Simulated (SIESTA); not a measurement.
The system is In3Se.

```
In Se
1.0
     4.80376    0.00000    0.00000
     0.00000    4.80376    0.00000
     0.00000    0.00000    4.80376
In Se
3 1
Direct
  0.50000 0.50000 0.00000
  0.50000 0.00000 0.50000
  0.00000 0.50000 0.50000
  0.00000 0.00000 0.00000
```

The cell comes from a database or a generator and needn't be the stable form of this composition.

- Program: SIESTA 5.4.2
- Task: single point
- Functional: PBEsol
- Potentials or basis: PseudoDojo 0.4 standard (PBEsol files)
- Basis: DZP (energy shift 0.003 Ry; two zetas on semicore shells)
- Grid cutoff: 500 Ry
- Energy shift: 0.003 Ry
- k mesh: 6 × 6 × 6
- Occupations: fermi-dirac, width 0.05 eV
- Spin: no spin polarisation

On this cell: pressure -2.5 GPa; largest force zero by symmetry; band gap on the k mesh none (metal or under the smearing width).

The same run follows on a disturbed copy (atoms moved at random, drawn with an rms of 0.05 Å):

```
In Se
1.0
     4.80376    0.00000    0.00000
     0.00000    4.80376    0.00000
     0.00000    0.00000    4.80376
In Se
3 1
Direct
  0.48741 0.50876 0.00027
  0.50240 0.99353 0.49784
  0.99282 0.49728 0.49887
  0.99876 0.00056 0.00079
```

Problem. What changes?

Solution. The energy (extrapolated to zero smearing) moves by +0.9 meV/atom; pressure -2.4 GPa; largest force 0.103 eV/Å; band gap on the k mesh none (metal or under the smearing width).

Forces in eV/Å, atoms in the order of the input:
```
In   0.013 -0.073 -0.022
In  -0.026  0.099  0.015
In   0.017 -0.043  0.012
Se  -0.003  0.016 -0.005
```

Caveats: the basis of atomic orbitals isn't converged, which shifts pressures, moduli and gaps.
